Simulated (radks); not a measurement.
# Excited configurations of Nb¹⁹⁺

One table from this session's results is given with a row withheld; the runs are named, their logs left out.

The numbers are computed with radks (a radial shooting solver on a logarithmic mesh, Libxc functionals) version 1 (Dirac Kohn-Sham, PBE, spin-unpolarised, spherical densities, point nucleus; open shells are shared between the two j in proportion to 2j + 1), except any that are marked as measured or tabulated.

### What is computed

```
element       : niobium (Z = 41)
charge        : +19
electrons     : 22
configuration : [Ar] 3d4
```

Outer shells as boxes (Hund's rule):

Nb¹⁹⁺
```
[Ar] core
3d [↑ ][↑ ][↑ ][↑ ][  ]
```

The first run:

Settings of this run:

```text
Z 41
configuration [Ar] 3d4
relativity Dirac
functional pbe,pbe
spin unpolarised
j_filling average
nucleus point
c 137.035999084
```

Among the steps run: Ground configuration: [Ar] 3d4.

One of the session's tables, all rows but one given; the rest of the session is left out.

It belongs to the step «Ground configuration: [Ar] 3d4». Radial moments (bohr):

| level | <r> | outermost maximum (interpolated) | 90 % within | nodes |
| --- | --- | --- | --- | --- |
| 2s1/2 | 0.1570 | 0.133 | 0.243 | 1 |
| 2p1/2 | 0.1340 | 0.104 | 0.219 | 0 |
| 2p3/2 | ? | ? | ? | ? |
| 3s1/2 | 0.4140 | 0.381 | 0.605 | 2 |
| 3p1/2 | 0.4030 | 0.366 | 0.602 | 1 |
| 3p3/2 | 0.4111 | 0.373 | 0.613 | 1 |
| 3d3/2 | 0.3734 | 0.306 | 0.581 | 0 |
| 3d5/2 | 0.3759 | 0.308 | 0.584 | 0 |

Estimate the missing values for 2p3/2.

The run gave: <r>: 0.1384; outermost maximum (interpolated): 0.107; 90 % within: 0.225; nodes: 0. In the column «<r>» it lies between 2p1/2 (0.1340) and 2s1/2 (0.1570).

To keep in mind: Spin polarisation and multiplet splitting are left out, so open shells lie too high by an amount that depends on their filling.
